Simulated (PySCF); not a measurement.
# C6H6F2O2: geometry, NMR shifts, spin-spin couplings and electronic excitations

What NMR shifts, spin-spin couplings and electronic excitations should C6H6F2O2 (`C[C@H](F)C1=COC(F)=CO1`) show?

The runs use PySCF 2.14.0, with density-fitted response routines of our own; the level of theory stands in each step. All values are computed, except where a source is named. Atoms are numbered from 0 throughout.

## 1. The molecule as given

16 atoms, charge 0, multiplicity 1; geometry from: GFN2-xTB.

Bonds of the start (Å): C0–C1 1.52, C1–F2 1.38, C1–C3 1.50, C3–C4 1.32, C4–O5 1.39, O5–C6 1.37, C6–F7 1.33, C6–C8 1.32, C8–O9 1.39, O9–C3 1.39, C0–H10 1.09, C0–H11 1.09, C0–H12 1.09, C1–H13 1.10, C4–H14 1.07, C8–H15 1.07.

## 2. Optimising the geometry at PBE0-D3(BJ)/def2-SVP

The job: settings as JSON, then the geometry in Å.

```
{"job": {"xc": "PBE0", "basis": "def2-SVP", "d3": "d3bj", "grid": 1, "kind": "geom"}, "charge": 0, "multiplicity": 1}
C     -2.232297     0.709634    -0.256833
C     -1.438646    -0.590563    -0.283340
F     -1.955329    -1.465381     0.647126
C      0.017442    -0.356308     0.008985
C      0.635198    -0.754019     1.110049
O      1.985301    -0.526916     1.372928
C      2.587944     0.117186     0.330512
F      3.890199     0.293567     0.548069
C      1.999939     0.529704    -0.779477
O      0.642210     0.343839    -1.016980
H     -2.156209     1.168122     0.725809
H     -1.832238     1.387287    -1.004456
H     -3.277380     0.505638    -0.473277
H     -1.536659    -1.083505    -1.260329
H      0.152715    -1.300117     1.900078
H      2.510213     1.030777    -1.580275
```

**Question.** This job is followed by: GIAO PBE0/pcSseg-1 NMR shielding, non-relativistic, gas phase; B3LYP/pcJ-1 indirect spin-spin coupling, non-relativistic, gas phase; TDDFT wB97X-D/def2-SVPD, vertical, gas phase, core orbitals frozen in the response; GIAO CAM-B3LYP/pcSseg-1 NMR shielding, non-relativistic, gas phase. Predict these results of the whole session: point group; rotational constants (main isotopes); 13C shifts against TMS (PBE0/pcSseg-1); 1H shifts against TMS (PBE0/pcSseg-1, means over atoms taken as alike); 19F shifts against CFCl3 (PBE0/pcSseg-1); 17O shifts against H2O (PBE0/pcSseg-1); largest coupling of the table (B3LYP/pcJ-1); lowest singlet (wB97X-D/def2-SVPD); brightest single state of those computed; lowest triplet; vertical ionisation energy (ΔSCF); range of the shift of F2.

As calculated:

| quantity | value |
| --- | --- |
| point group | C1 |
| rotational constants (main isotopes) | 3.38, 0.79, 0.67 GHz |
| 13C shifts against TMS (PBE0/pcSseg-1) | 162.2, 144.4, 125.8, 109.7, 86.1, 21.2 ppm |
| 1H shifts against TMS (PBE0/pcSseg-1, means over atoms taken as alike) | 5.77, 5.64, 4.58, 1.33 ppm |
| 19F shifts against CFCl3 (PBE0/pcSseg-1) | -131.6, -220.8 ppm |
| 17O shifts against H2O (PBE0/pcSseg-1) | 120.7, 80.8 ppm |
| largest coupling of the table (B3LYP/pcJ-1) | 1J(C,F) C6–F7, -321.0 Hz |
| lowest singlet (wB97X-D/def2-SVPD) | 4.35 eV (285 nm), f = 0.002 |
| brightest single state of those computed | state 10, 7.94 eV, f = 0.386 |
| lowest triplet | 3.27 eV |
| vertical ionisation energy (ΔSCF) | 8.02 eV |
| range of the shift of F2 | -220.8 to -212.2 ppm |

The optimisation took 7 steps and gained 0.067 eV; among the close pairs (by a distance rule), C3–O9 changed most, from 1.390 to 1.368 Å. At PBE0/pcSseg-1: The largest span, 152 ppm, is at C3, where the paramagnetic term is -222 ppm. In the run at B3LYP/pcJ-1, the largest coupling of the table is C6–F7, -321.0 Hz, of which the Fermi-contact term gives -297.7 Hz. Couplings across rotatable bonds belong to this one conformer; where others are populated, the observed values are averages. Density functionals describe couplings to fluorine poorly, F–F couplings above all, so those rows are rough. The first singlet state (HOMO→LUMO 0.97) lies at 4.35 eV and is weak; of the 10 states computed, the strongest absorption comes from state 10 at 7.94 eV (the last computed, so partners may be missing). The lowest triplet lies 1.08 eV below the lowest singlet (triplets in Tamm-Dancoff, singlets in full TDDFT). At wB97X-D/def2-SVPD, the highest states lie near or above the ionisation energy, where they hang on the basis. ΔSCF puts the ionisation energy at 8.02 eV, 0.28 eV above −ε(HOMO). Across the 2 runs the shift of F2 moves most, between -220.8 (PBE0/pcSseg-1) and -212.2 ppm (CAM-B3LYP/pcSseg-1).
